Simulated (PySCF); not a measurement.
**AsBr: bond curves at several levels of theory**

What are the lowest state that PBE0 finds, the bond length, vibrational wavenumber and bond energy of AsBr, and how much do these hang on the method?

Computed with PySCF 2.14.0. Level: As def2-TZVPPD, Br def2-TZVPPD, no relativity.

**1. Set-up**

The job is set up so:

| Property | Result |
| --- | --- |
| atoms | As, Br |
| charge | 0 |
| basis | As def2-TZVPPD, Br def2-TZVPPD |
| Hamiltonian | no relativity |
| basis functions | 111 |
| electrons treated | 68 |
| masses in u | 74.9216, 78.9183 |
| levels | PBE0, PBE, r²SCAN, TPSS, LDA, B97-3, r²SCAN0, TPSSh, ωB97X-V, HF, MP2, SCS-MP2 |
| grid | 80 radial by 434 angular points |
| occupations | held fixed by the projection of orbital angular momentum |
| dissociation limit | As + Br, each in its ground configuration |
| starting distance in angstrom | 2.290 |
| values of 2S to try | 0, 2, 4 |

Started as:

```sh
$ OMP_NUM_THREADS=2 python dia.py task.json out
```

Further steps of the session: PBE0 along the bond; Other states along the same grid; PBE (GGA); r²SCAN; TPSS; LDA (local density); B97-3; r²SCAN0; TPSSh (hybrid meta-GGA); ωB97X-V (range-separated hybrid); UHF (mean field).

Q: Predict the outcome of this session. Wanted: for each run, Re; ωe; De; μ.

**Answer**, as computed:

Lowest PBE0 solution found, without spin–orbit coupling: ³Σ⁻ (triplet), unpaired electrons π ↑↑. State 2 has its PBE0 minimum 0.31 eV higher, as a spin-mixed determinant (⟨S²⟩ = 1.01), so this is no gap between pure states. State 3 has its PBE0 minimum 1.26 eV higher. The other levels ran on the lowest alone.

| level | Re (Å) | ωe (cm⁻¹) | De (eV) | μ (D) |
| --- | --- | --- | --- | --- |
| UHF | 2.321 | 312 | 1.39 | -1.59 |
| UHF-MP2 | 2.291 | 321 | 2.61 | n/a |
| UHF-SCS-MP2 | 2.303 | 314 | 2.53 | n/a |
| LDA | 2.277 | 322 | 3.75 | -0.64 |
| PBE | 2.316 | 304 | 3.11 | -0.87 |
| TPSS | 2.313 | 305 | 3.01 | -0.93 |
| r²SCAN | 2.298 | 314 | 2.99 | -0.88 |
| TPSSh | 2.305 | 310 | 2.93 | -0.98 |
| PBE0 | 2.296 | 317 | 2.89 | -1.01 |
| r²SCAN0 | 2.286 | 323 | 2.82 | -1.00 |
| B97-3 | 2.309 | 313 | 2.86 | -1.06 |
| ωB97X-V | 2.287 | 325 | 2.92 | -1.07 |

De is counted to As + Br in their ground configurations. A positive dipole means As(−)Br(+).

In words: The methods spread over 0.043 Å in bond length, from LDA to UHF. Of the levels with a De here, UHF gives the least (1.39 eV) and LDA the most (3.75 eV).

Correlated steps freeze 18 core orbitals.
